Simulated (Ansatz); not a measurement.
# C₂H₃BS (SMILES BSC#C): functionals against CCSD(T) at one geometry

One table from this session's results is given with a row withheld; the runs are named, their logs left out.

Program: Ansatz 0.2.0, Gaussian basis. Level of theory: single points in def2-TZVPP. These are calculated values, not measurements.

Correlated methods freeze the cores. B3LYP uses VWN-RPA correlation.

## Where the work starts

SMILES `BSC#C`, 7 atoms, charge 0, spin multiplicity 1.

Atoms are counted from 1 here; the program's logs count them from 0.

Bond lengths: B1–S2 1.893 Å, B1–H5 1.165 Å, B1–H6 1.053 Å, S2–C3 1.660 Å, C3–C4 1.260 Å, C4–H7 1.087 Å. Angles: S2–B1–H5 114.1°, S2–B1–H6 124.2°, H5–B1–H6 121.2°, B1–S2–C3 62.6°, S2–C3–C4 179.5°, C3–C4–H7 177.5°.

Coordinates:

| atom | x (Å) | y (Å) | z (Å) |
| --- | --- | --- | --- |
| B1 | -0.4689 | 1.0372 | -0.1365 |
| S2 | 0.3223 | 0.9359 | 1.5798 |
| C3 | 0.3622 | -0.4309 | 0.6390 |
| C4 | 0.4026 | -1.4712 | -0.0706 |
| H5 | 0.2664 | 1.3546 | -0.9819 |
| H6 | -1.5014 | 0.9387 | -0.3196 |
| H7 | 0.4685 | -2.3467 | -0.7117 |

The first run:

The input, run/in.yaml:

```yaml
crystal:
  periodic: [false, false, false]
  atoms:
    - {symbol: B, position_ang: [-0.468900, 1.037200, -0.136500]}
    - {symbol: S, position_ang: [0.322300, 0.935900, 1.579800]}
    - {symbol: C, position_ang: [0.362200, -0.430900, 0.639000]}
    - {symbol: C, position_ang: [0.402600, -1.471200, -0.070600]}
    - {symbol: H, position_ang: [0.266400, 1.354600, -0.981900]}
    - {symbol: H, position_ang: [-1.501400, 0.938700, -0.319600]}
    - {symbol: H, position_ang: [0.468500, -2.346700, -0.711700]}
basis:
  gaussian: {orbitals: def2-TZVPP}
correlation: {method: ccsd_t}
output: {forces: true}
```

The command line of these runs was not kept.

Among the steps run: CCSD(T)/def2-TZVPP; PBE0-D4/def2-TZVPP; wB97M-V/def2-TZVPP; r2SCAN-D4/def2-TZVPP; PBE-D4/def2-TZVPP; B3LYP-D4/def2-TZVPP; SPW92/def2-TZVPP.

One of the session's tables, all rows but one given; the rest of the session is left out.

```
   method  RMS force component (eV/Å)  angle to CCSD(T) forces (°)  dipole (D)
  CCSD(T)                       1.690                    reference        1.36
  PBE0-D4                       1.795                          8.5        1.37
  wB97M-V                       1.897                         11.7        1.38
r2SCAN-D4                       1.690                          7.0        1.31
   PBE-D4                       1.624                          7.7        1.27
 B3LYP-D4                           ?                            ?           ?
    SPW92                       1.704                         13.6        1.28
```

Estimate the missing values for B3LYP-D4.

The run gave: RMS force component (eV/Å): 1.755; angle to CCSD(T) forces (°): 8.0; dipole (D): 1.30. In the column «RMS force component (eV/Å)» it lies between SPW92 (1.704) and PBE0-D4 (1.795).
